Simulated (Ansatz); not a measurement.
**One shape, several levels: B2N2H4Cl4 ((Cl2B-mu-NH2)2)**

Wanted: a comparison of 6 runs (HF/3-21G, HF/def2-SVP, B3LYP/6-31G*, B3LYP/def2-SVP, CAM-B3LYP/6-311+G**) of B2N2H4Cl4 ((Cl2B-mu-NH2)2). 

Program for the calculation: Ansatz 0.2.0.

1 further run of the same task is left out (set aside as unsound or not needed).

## Step 1: Starting point

The species is B2N2H4Cl4 (12 atoms), meant as a singlet with charge 0. Geometry: relaxed at GFN2-xTB.

Bond lengths: B1–Cl2 1.807 Å, B1–Cl3 1.806 Å, B1–N4 1.602 Å, N4–B5 1.602 Å, B5–Cl6 1.805 Å, B5–Cl7 1.807 Å, B1–N8 1.602 Å, B5–N8 1.602 Å, N4–H9 1.019 Å, N4–H10 1.019 Å, N8–H11 1.019 Å, N8–H12 1.019 Å. Some angles: Cl2–B1–Cl3 115.8°, Cl2–B1–N4 111.8°, Cl2–B1–N8 111.8°, Cl3–B1–N4 111.9°, Cl3–B1–N8 111.9°, N4–B1–N8 91.0°, B1–N4–B5 89.0°, N4–B5–Cl6 111.9°, N4–B5–Cl7 111.8°, N4–B5–N8 91.0°.

## Step 2: Energy and forces at HF/3-21G (run 1)

The input, in.yaml:

```yaml
crystal:
  periodic: [false, false, false]
  atoms:
    - {symbol: B, position_ang: [-0.219070, 1.061050, -0.291990]}
    - {symbol: Cl, position_ang: [-0.345420, 1.574550, -2.019530]}
    - {symbol: Cl, position_ang: [-0.467440, 2.362520, 0.934930]}
    - {symbol: N, position_ang: [1.119840, 0.227150, -0.014550]}
    - {symbol: B, position_ang: [0.219230, -1.061290, 0.292030]}
    - {symbol: Cl, position_ang: [0.467570, -2.363660, -0.933300]}
    - {symbol: Cl, position_ang: [0.343810, -1.572570, 2.020520]}
    - {symbol: "N", position_ang: [-1.119680, -0.227500, 0.013820]}
    - {symbol: H, position_ang: [1.672070, 0.558330, 0.775400]}
    - {symbol: H, position_ang: [1.738150, 0.133690, -0.819320]}
    - {symbol: H, position_ang: [-1.737910, -0.133910, 0.818420]}
    - {symbol: H, position_ang: [-1.671150, -0.558360, -0.776430]}
basis:
  gaussian: {orbitals: 3-21G.json}
hamiltonian: {xc: hf}
accuracy: high
output: {forces: true, orbitals: {seedname: orbitals}}
```

The basis set 3-21G is read from a file made from the Basis Set Exchange's data (not shown).

Run with:

```console
$ ansatz run in.yaml --threads 1 --pin off --max-ram 3480MiB --events-out events.jsonl --progress --plain --runs-dir runs
```

The program printed, cut to the lines that bear on the results:

```text
Warning: RAYON_NUM_THREADS=1 ignored (pool sized by the plan → 1); use --threads N
Functional definition: HF
  name "HF"
[...]
2384 factors; integrals over basis functions are off by at most 1.9e-8 eV
[...]
mean field -54128.98787771 eV, -1989.2036145600 hartree, gradient 2.8e-8 eV, S^2 0.000000; 0 other end points of the search recorded, 0 dependent functions left out
[...]
reference -54128.98787771 eV, -1989.2036145600 hartree; 48, 48 occupied and 48, 48 virtual orbitals, 2384 factors
Total energy: -54128.98787771 eV, -1989.2036145600 hartree
Atom 0 at    -0.219070     1.061050    -0.291990 Å, force     0.193686    -0.936692     0.246564 eV/Å
Atom 1 at    -0.345420     1.574550    -2.019530 Å, force    -0.071468     0.284011    -1.124869 eV/Å
Atom 2 at    -0.467440     2.362520     0.934930 Å, force    -0.154897     0.813387     0.833710 eV/Å
Atom 3 at     1.119840     0.227150    -0.014550 Å, force     0.546671     0.109314    -0.005013 eV/Å
Atom 4 at     0.219230    -1.061290     0.292030 Å, force    -0.198241     0.942231    -0.242076 eV/Å
Atom 5 at     0.467570    -2.363660    -0.933300 Å, force     0.157334    -0.819452    -0.836347 eV/Å
Atom 6 at     0.343810    -1.572570     2.020520 Å, force     0.074425    -0.283792     1.122559 eV/Å
Atom 7 at    -1.119680    -0.227500     0.013820 Å, force    -0.530790    -0.102840     0.009286 eV/Å
Atom 8 at     1.672070     0.558330     0.775400 Å, force    -0.176277    -0.087006    -0.186555 eV/Å
Atom 9 at     1.738150     0.133690    -0.819320 Å, force    -0.193751     0.011801     0.191264 eV/Å
Atom 10 at    -1.737910    -0.133910     0.818420 Å, force     0.186168    -0.013551    -0.188240 eV/Å
Atom 11 at    -1.671150    -0.558360    -0.776430 Å, force     0.167139     0.082589     0.179717 eV/Å
Dipole moment:     0.000917    -0.000595    -0.001316 e Å
```

Wall time 9.9 s (1 thread of Intel Xeon at 2.70GHz, shared host); peak memory 0.42 GiB.

## Step 3: Energy and gradient at HF/def2-SVP (run 2)

The input, in.yaml:

```yaml
basis:
  gaussian: {orbitals: def2-SVP}
crystal:
  periodic: [false, false, false]
  atoms:
    - {symbol: B, position_ang: [-0.219070, 1.061050, -0.291990]}
    - {symbol: Cl, position_ang: [-0.345420, 1.574550, -2.019530]}
    - {symbol: Cl, position_ang: [-0.467440, 2.362520, 0.934930]}
    - {symbol: "N", position_ang: [1.119840, 0.227150, -0.014550]}
    - {symbol: B, position_ang: [0.219230, -1.061290, 0.292030]}
    - {symbol: Cl, position_ang: [0.467570, -2.363660, -0.933300]}
    - {symbol: Cl, position_ang: [0.343810, -1.572570, 2.020520]}
    - {symbol: N, position_ang: [-1.119680, -0.227500, 0.013820]}
    - {symbol: H, position_ang: [1.672070, 0.558330, 0.775400]}
    - {symbol: H, position_ang: [1.738150, 0.133690, -0.819320]}
    - {symbol: H, position_ang: [-1.737910, -0.133910, 0.818420]}
    - {symbol: H, position_ang: [-1.671150, -0.558360, -0.776430]}
total_charge: 0
hamiltonian: {xc: hf}
accuracy: high
output: {forces: true, orbitals: {seedname: orbitals}}
```

Run with:

```console
$ ansatz run in.yaml --threads 1 --pin off --max-ram 3480MiB --events-out events.jsonl --progress --plain --runs-dir runs
```

The program printed, cut to the lines that bear on the results:

```text
Warning: RAYON_NUM_THREADS=1 ignored (pool sized by the plan → 1); use --threads N
[... 2 set-up lines as earlier in the session ...]
[...]
3403 factors; integrals over basis functions are off by at most 8.4e-9 eV
[...]
mean field -54373.79099910 eV, -1998.1999633375 hartree, gradient 2.6e-8 eV, S^2 0.000000; 0 other end points of the search recorded, 0 dependent functions left out
[...]
reference -54373.79099910 eV, -1998.1999633375 hartree; 48, 48 occupied and 100, 100 virtual orbitals, 3403 factors
Total energy: -54373.79099910 eV, -1998.1999633375 hartree
Atom 0 at    -0.219070     1.061050    -0.291990 Å, force     0.148038    -0.718179     0.184267 eV/Å
Atom 1 at    -0.345420     1.574550    -2.019530 Å, force    -0.032980     0.137331    -0.442164 eV/Å
Atom 2 at    -0.467440     2.362520     0.934930 Å, force    -0.067051     0.348084     0.320728 eV/Å
Atom 3 at     1.119840     0.227150    -0.014550 Å, force     0.537608     0.107440    -0.005019 eV/Å
Atom 4 at     0.219230    -1.061290     0.292030 Å, force    -0.154126     0.724318    -0.177930 eV/Å
Atom 5 at     0.467570    -2.363660    -0.933300 Å, force     0.069544    -0.354100    -0.324612 eV/Å
Atom 6 at     0.343810    -1.572570     2.020520 Å, force     0.036584    -0.138096     0.439395 eV/Å
Atom 7 at    -1.119680    -0.227500     0.013820 Å, force    -0.520997    -0.101016     0.009380 eV/Å
Atom 8 at     1.672070     0.558330     0.775400 Å, force    -0.347716    -0.189728    -0.431444 eV/Å
Atom 9 at     1.738150     0.133690    -0.819320 Å, force    -0.385337     0.040849     0.440620 eV/Å
Atom 10 at    -1.737910    -0.133910     0.818420 Å, force     0.377991    -0.042269    -0.437226 eV/Å
Atom 11 at    -1.671150    -0.558360    -0.776430 Å, force     0.338442     0.185367     0.424005 eV/Å
Dipole moment:     0.000793    -0.000585    -0.001206 e Å
```

Run time: 27 s. Hardware: 1 thread of Intel Xeon at 2.70GHz, shared host; peak memory 0.77 GiB.

Runs 3 to 4 aren't shown in full; the table further down has their settings and results.

## Step 4: Energy and forces at B3LYP/def2-SVP (run 5)

The input, run.yaml:

```yaml
crystal:
  periodic: [false, false, false]
  atoms:
    - {symbol: B, position_ang: [-0.219070, 1.061050, -0.291990]}
    - {symbol: Cl, position_ang: [-0.345420, 1.574550, -2.019530]}
    - {symbol: Cl, position_ang: [-0.467440, 2.362520, 0.934930]}
    - {symbol: N, position_ang: [1.119840, 0.227150, -0.014550]}
    - {symbol: B, position_ang: [0.219230, -1.061290, 0.292030]}
    - {symbol: Cl, position_ang: [0.467570, -2.363660, -0.933300]}
    - {symbol: Cl, position_ang: [0.343810, -1.572570, 2.020520]}
    - {symbol: N, position_ang: [-1.119680, -0.227500, 0.013820]}
    - {symbol: H, position_ang: [1.672070, 0.558330, 0.775400]}
    - {symbol: H, position_ang: [1.738150, 0.133690, -0.819320]}
    - {symbol: H, position_ang: [-1.737910, -0.133910, 0.818420]}
    - {symbol: H, position_ang: [-1.671150, -0.558360, -0.776430]}
basis:
  gaussian:
    orbitals: def2-SVP
magnetization:
  spin_polarized: false
hamiltonian:
  xc: {name: B3LYP}
accuracy: high
output:
  forces: true
  orbitals: {seedname: orbitals}
```

Run with:

```console
$ ansatz run run.yaml --threads 1 --pin off --max-ram 3480MiB --events-out events.jsonl --progress --plain --runs-dir runs
```

The program printed, cut to the lines that bear on the results:

```text
Warning: RAYON_NUM_THREADS=1 ignored (pool sized by the plan → 1); use --threads N
Functional definition: B3LYP
  name "B3LYP"
[...]
3403 factors; integrals over basis functions are off by at most 8.4e-9 eV
[...]
mean field -54479.20670200 eV, -2002.0739189658 hartree, gradient 6.4e-8 eV, S^2 0.000000; 0 other end points of the search recorded, 0 dependent functions left out
[...]
reference -54479.20674271 eV, -2002.0739204620 hartree; 48, 48 occupied and 100, 100 virtual orbitals, 3403 factors
Total energy: -54479.20674271 eV, -2002.0739204620 hartree
Atom 0 at    -0.219070     1.061050    -0.291990 Å, force     0.091666    -0.444271     0.110501 eV/Å
Atom 1 at    -0.345420     1.574550    -2.019530 Å, force    -0.030444     0.124036    -0.449230 eV/Å
Atom 2 at    -0.467440     2.362520     0.934930 Å, force    -0.065026     0.339210     0.332566 eV/Å
Atom 3 at     1.119840     0.227150    -0.014550 Å, force     0.041227     0.006787     0.000817 eV/Å
Atom 4 at     0.219230    -1.061290     0.292030 Å, force    -0.096968     0.449980    -0.104736 eV/Å
Atom 5 at     0.467570    -2.363660    -0.933300 Å, force     0.067292    -0.344738    -0.336069 eV/Å
Atom 6 at     0.343810    -1.572570     2.020520 Å, force     0.033586    -0.124692     0.446816 eV/Å
Atom 7 at    -1.119680    -0.227500     0.013820 Å, force    -0.026369    -0.001272     0.003473 eV/Å
Atom 8 at     1.672070     0.558330     0.775400 Å, force    -0.000240     0.034808     0.124911 eV/Å
Atom 9 at     1.738150     0.133690    -0.819320 Å, force     0.008784    -0.032993    -0.124974 eV/Å
Atom 10 at    -1.737910    -0.133910     0.818420 Å, force    -0.015447     0.031927     0.128533 eV/Å
Atom 11 at    -1.671150    -0.558360    -0.776430 Å, force    -0.008059    -0.038783    -0.132610 eV/Å
Dipole moment:     0.000684    -0.000522    -0.001095 e Å
```

Run time: 41 s. Hardware: 1 thread of Intel Xeon at 2.70GHz, shared host; peak memory 0.85 GiB.

## Step 5: Energy and gradient at CAM-B3LYP/6-311+G(d,p) (run 6)

The input, input.yaml:

```yaml
crystal:
  periodic: [false, false, false]
  atoms:
    - {symbol: B, position_ang: [-0.219070, 1.061050, -0.291990]}
    - {symbol: Cl, position_ang: [-0.345420, 1.574550, -2.019530]}
    - {symbol: Cl, position_ang: [-0.467440, 2.362520, 0.934930]}
    - {symbol: N, position_ang: [1.119840, 0.227150, -0.014550]}
    - {symbol: B, position_ang: [0.219230, -1.061290, 0.292030]}
    - {symbol: Cl, position_ang: [0.467570, -2.363660, -0.933300]}
    - {symbol: Cl, position_ang: [0.343810, -1.572570, 2.020520]}
    - {symbol: N, position_ang: [-1.119680, -0.227500, 0.013820]}
    - {symbol: H, position_ang: [1.672070, 0.558330, 0.775400]}
    - {symbol: H, position_ang: [1.738150, 0.133690, -0.819320]}
    - {symbol: H, position_ang: [-1.737910, -0.133910, 0.818420]}
    - {symbol: H, position_ang: [-1.671150, -0.558360, -0.776430]}
basis:
  gaussian:
    orbitals: 6-311+G_st__st_-spherical.json
output:
  forces: true
  orbitals: {seedname: orbitals}
hamiltonian:
  xc: {name: CAM-B3LYP}
accuracy: high
```

The basis set 6-311+G** is read from a file made from the Basis Set Exchange's data (not shown).

Run with:

```console
$ ansatz run input.yaml --threads 1 --pin off --max-ram 3480MiB --events-out events.jsonl --progress --plain --runs-dir runs
```

The program printed, cut to the lines that bear on the results:

```text
Warning: RAYON_NUM_THREADS=1 ignored (pool sized by the plan → 1); use --threads N
Functional definition: CAM-B3LYP
  name "CAM-B3LYP"
[...]
4205 factors; integrals over basis functions are off by at most 2.4e-8 eV
816 factors; integrals over basis functions are off by at most 2.4e-9 eV
[...]
mean field -54498.39187357 eV, -2002.7789610168 hartree, gradient 3.6e-8 eV, S^2 0.000000; 0 other end points of the search recorded, 0 dependent functions left out
[...]
reference -54498.39189580 eV, -2002.7789618340 hartree; 48, 48 occupied and 184, 184 virtual orbitals, 4205 factors
Total energy: -54498.39189580 eV, -2002.7789618340 hartree
Atom 0 at    -0.219070     1.061050    -0.291990 Å, force     0.105962    -0.512927     0.129719 eV/Å
Atom 1 at    -0.345420     1.574550    -2.019530 Å, force    -0.022037     0.094153    -0.267214 eV/Å
Atom 2 at    -0.467440     2.362520     0.934930 Å, force    -0.043182     0.222593     0.190652 eV/Å
Atom 3 at     1.119840     0.227150    -0.014550 Å, force     0.057967     0.010377     0.000828 eV/Å
Atom 4 at     0.219230    -1.061290     0.292030 Å, force    -0.111058     0.518499    -0.124325 eV/Å
Atom 5 at     0.467570    -2.363660    -0.933300 Å, force     0.045412    -0.227915    -0.194061 eV/Å
Atom 6 at     0.343810    -1.572570     2.020520 Å, force     0.025329    -0.094878     0.264809 eV/Å
Atom 7 at    -1.119680    -0.227500     0.013820 Å, force    -0.043185    -0.004618     0.003531 eV/Å
Atom 8 at     1.672070     0.558330     0.775400 Å, force    -0.130742    -0.041947    -0.056544 eV/Å
Atom 9 at     1.738150     0.133690    -0.819320 Å, force    -0.137010    -0.012490     0.059954 eV/Å
Atom 10 at    -1.737910    -0.133910     0.818420 Å, force     0.130173     0.011239    -0.056643 eV/Å
Atom 11 at    -1.671150    -0.558360    -0.776430 Å, force     0.122370     0.037915     0.049295 eV/Å
Dipole moment:     0.000697    -0.000539    -0.001121 e Å
```

Run time: 95 s. Hardware: 1 thread of Intel Xeon at 2.70GHz, shared host; peak memory 2.1 GiB.

## Step 6: The series

| run | level | Cartesian functions | energy (Eh) | dipole moment (D) | HOMO energy (eV) | LUMO energy (eV) | wall time |
| --- | --- | --- | --- | --- | --- | --- | --- |
| 1 | HF/3-21G | no | -1989.203615 | 0.01 | -12.14 | 4.63 | 9.9 s |
| 2 | HF/def2-SVP | no | -1998.199963 | 0.01 | -11.75 | 4.20 | 27 s |
| 3 | B3LYP/6-31G* (spherical functions) | no | -2002.673537 | 0.01 | -8.23 | 0.57 | 41 s |
| 4 | B3LYP/6-31G* (Cartesian functions) | yes | -2002.689423 | 0.01 | -8.23 | 0.57 | 44 s |
| 5 | B3LYP/def2-SVP | no | -2002.073920 | 0.01 | -8.02 | 0.77 | 41 s |
| 6 | CAM-B3LYP/6-311+G** | no | -2002.778962 | 0.01 | -10.08 | 0.05 | 95 s |

## Step 7: Results

```
                       quantity           value
            run 6: total energy  -2002.77896 Eh
           run 6: dipole moment          0.01 D
             run 6: HOMO energy       -10.08 eV
             run 6: LUMO energy         0.05 eV
           run 6: HOMO–LUMO gap        10.12 eV
run 6: largest force on an atom      0.545 eV/Å
```

The HOMO–LUMO gap runs from 8.80 eV (B3LYP/def2-SVP) to 16.76 eV (HF/3-21G). The two ends differ in method and basis. Totals of different functionals can't be ranked against each other. All runs together took 4.3 min, the longest 95 s.
